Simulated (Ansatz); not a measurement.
# H₄InNS₂: a ladder of functionals and wavefunction methods

An exercise on one series of results from a longer session: the logs are not shown, and one member is left open.

Computed with Ansatz 0.2.0, Gaussian basis. Level: functionals in def2-TZVPP, the program's frozen cores in correlated methods.

The runs, in order: PBE-D4, r2SCAN-D4, PBE0-D4, B3LYP-D4, ωB97X-V, ωB97M-V, B2PLYP; CCSD(T)/def2-TZVPP; CCSD(T)/def2-QZVPP; extrapolation to the limit.

### The geometry

The geometry comes from an earlier relaxation with PBE0-D4 in a triple-zeta def2 set; it is a stationary point, not always the lowest conformer. In takes the def2 core potential; no spin-orbit term is included.

SMILES `[NH2][In]([SH])[SH]`, 8 atoms, charge 0, spin multiplicity 1.

Atoms are counted from 1 here; the program's logs count them from 0.

Bond lengths: N1–In2 2.015 Å, N1–H5 1.010 Å, N1–H6 1.010 Å, In2–S3 2.381 Å, In2–S4 2.377 Å, S3–H7 1.344 Å, S4–H8 1.343 Å. Angles: In2–N1–H5 116.4°, In2–N1–H6 116.6°, H5–N1–H6 109.0°, N1–In2–S3 121.0°, N1–In2–S4 119.7°, S3–In2–S4 119.0°, In2–S3–H7 93.5°, In2–S4–H8 93.2°.

Set-up of the first run:

Contents of in.yaml:

```yaml
crystal:
  periodic: [false, false, false]
  atoms:
    - {symbol: N, position_ang: [-1.675587, 0.142398, 0.543116]}
    - {symbol: In, position_ang: [0.171937, 0.009858, -0.250101]}
    - {symbol: S, position_ang: [2.110463, 0.118280, 1.127764]}
    - {symbol: S, position_ang: [0.437552, -0.058657, -2.611450]}
    - {symbol: H, position_ang: [-2.433952, -0.210841, -0.023141]}
    - {symbol: H, position_ang: [-1.787356, -0.193124, 1.489099]}
    - {symbol: H, position_ang: [1.398378, 0.222251, 2.262628]}
    - {symbol: H, position_ang: [1.778565, -0.030165, -2.537914]}
basis:
  gaussian: {orbitals: def2-TZVPP}
hamiltonian: {xc: pbe, dispersion: d4}
output: {forces: true, orbitals: {seedname: orbitals}}
```

Command:

```sh
$ ansatz run in.yaml --threads 2 --pin off --events-out ev --progress --plain --max-ram 32768MiB --backend cpu
```

Among the steps run: PBE-D4 (GGA); r2SCAN-D4 (meta-GGA); PBE0-D4 (hybrid); B3LYP-D4 (hybrid); ωB97X-V (range-separated); ωB97M-V (range-separated); B2PLYP (double hybrid); CCSD(T) in def2-TZVPP; CCSD(T) in def2-QZVPP.

One table of the session follows, with a row left open; its other results are not shown here.

```
            method  atomisation energy (kcal/mol)
            PBE-D4                          553.9
         r2SCAN-D4                              ?
           PBE0-D4                          542.4
          B3LYP-D4                          540.2
           ωB97X-V                          551.9
           ωB97M-V                          550.6
            B2PLYP                          533.8
     HF/def2-TZVPP                          356.8
    MP2/def2-TZVPP                          533.2
   CCSD/def2-TZVPP                          516.2
CCSD(T)/def2-TZVPP                          528.0
           MP2/CBS                          555.1
       CCSD(T)/CBS                          549.9
```

Q: Estimate the row for r2SCAN-D4 from the others.

The run gave: atomisation energy (kcal/mol): 545.3. In the column «atomisation energy (kcal/mol)» it lies between PBE0-D4 (542.4) and CCSD(T)/CBS (549.9).

To keep in mind: Free atoms (1 N, 1 In, 2 S, 4 H) were run apart at each level; the atomisation energy is their sum less the molecule, without zero-point or spin-orbit terms.
